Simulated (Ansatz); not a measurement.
HPbNO4:

```
H Pb N O
1.0
     4.92453    0.00000    0.00000
     0.00000    5.59720    0.00000
     0.00000    0.00000    7.24347
H Pb N O
2 2 2 8
Direct
  0.00000 0.50000 0.19317
  0.50000 0.00000 0.80683
  0.50000 0.50000 0.95257
  0.00000 0.00000 0.04743
  0.00000 0.00000 0.63654
  0.50000 0.50000 0.36346
  0.00000 0.50000 0.05860
  0.50000 0.00000 0.94140
  0.00000 0.19569 0.72995
  0.00000 0.80431 0.72995
  0.00000 0.00000 0.46750
  0.50000 0.69569 0.27005
  0.50000 0.30431 0.27005
  0.50000 0.50000 0.53250
```

The cell was built by a generator and needn't be a form met in nature.

* Program: Ansatz 0.2.0
* Task: relaxation of cell and atoms
* Functional: PBE
* Dispersion: D4
* Potentials or basis: Ansatz PAW
* Cutoff: 420 eV (not typed: the program's choice for these potentials)
* k mesh: 4 × 4 × 3
* Occupations: fermi-dirac, width 0.05 eV
* Spin: no spin polarisation

At the start: volume 14.26 Å³/atom.

How do energy, volume and symmetry change on relaxing?

It ends after 14 steps and the volume is 13.40 Å³/atom (-6.0 %); space group Pmmn (No. 59, to 0.05 Å).

Step by step:
```
step  energy change (eV)  largest force (eV/Å)  volume (Å³)
   1              0.0000                0.0908       199.66
   2             -0.0585                0.1205       193.89
   3             -0.0723                0.1346       192.37
   4             -0.0899                0.0331       189.25
   5             -0.0904                0.0229       189.33
   6             -0.0897                0.0121       189.52
   7             -0.0898                0.0108       189.50
   8             -0.0898                0.0037       189.50
   9             -0.0588                0.0028       189.50
  10             -0.0666                0.0195       187.93
  11             -0.0671                0.0035       187.82
  12             -0.0601                0.0031       187.82
  13             -0.0609                0.0013       187.63
  14             -0.0602                0.0013       187.63
```

Final structure:
```xyz
14
Lattice="4.8147 0.0000 0.0000 0.0000 5.4728 0.0000 0.0000 0.0000 7.1209" Properties=species:S:1:pos:R:3 pbc="T T T"
H     0.0000    2.7364    1.4152
H     2.4073    0.0000    5.7057
Pb    2.4073    2.7364    6.6696
Pb    0.0000    0.0000    0.4512
N     0.0000    0.0000    4.5394
N     2.4073    2.7364    2.5815
O     0.0000    2.7364    0.4414
O     2.4073    0.0000    6.6794
O     0.0000    1.0951    5.2075
O     0.0000    4.3777    5.2075
O     0.0000    0.0000    3.3106
O     2.4073    3.8315    1.9134
O     2.4073    1.6413    1.9134
O     2.4073    2.7364    3.8102
```

Caveat: the plane-wave basis is chosen anew once the cell has moved, so the energies of steps on either side of that aren't comparable; the pressure holds a Pulay correction of +0.7 GPa for the finite cutoff.
